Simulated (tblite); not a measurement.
# C5H11NOSi: the cost of one run

The runs use tblite 0.8.0 and PySCF 2.14.0, with density-fitted response routines of our own; the level of theory stands in each step. All values are computed, except where a source is named. Atoms count from 0, in the outputs and in this text.

**1. Starting geometry**

19 atoms, charge 0, multiplicity 1; geometry from: force field or distance geometry start.

Bonds of the start (Å): C0–N1 1.28, N1–Si2 1.76, Si2–C3 1.90, C3–C4 1.53, C3–C5 1.53, C5–C6 1.52, C6–O7 1.23, C0–H8 1.11, C0–H9 1.11, Si2–H10 1.47, Si2–H11 1.49, C3–H12 1.11, C4–H13 1.09, C4–H14 1.10, C4–H15 1.10, C5–H16 1.09, C5–H17 1.10, C6–H18 1.10.

**2. Optimising the geometry with GFN2-xTB**

What the job is given:

```
{"job": {"kind": "relax", "xc": "GFN2-xTB", "basis": "xTB"}, "charge": 0, "multiplicity": 1}
C     -2.984200     0.593900     0.903400
N     -1.891300     0.499600     0.243500
Si    -0.707400    -0.616800     0.926300
C      0.738000    -0.598000    -0.312400
C      0.364100    -1.237200    -1.648600
C      1.334800     0.793700    -0.548300
C      2.098000     1.357600     0.634800
O      2.407000     0.715100     1.641700
H     -3.237500     0.042800     1.831900
H     -3.776600     1.280300     0.534900
H     -0.362200    -0.121800     2.269200
H     -1.350100    -1.955500     1.011100
H      1.504000    -1.244300     0.155200
H     -0.021300    -2.252400    -1.531800
H      1.240600    -1.292900    -2.305500
H     -0.399200    -0.644900    -2.167200
H      0.564900     1.523200    -0.813100
H      2.057800     0.756000    -1.373000
H      2.410700     2.410800     0.540300
```

Started as:

```bash
OMP_NUM_THREADS=1 python probes_run.py task.json out
```

The driver reads the jobs from task.json and runs them one after another.

Q: Estimate the wall time and peak memory of this first job on 1 thread of Arm Neoverse V1, shared host.

About 1.2 s, with a peak of 0.18 GiB.
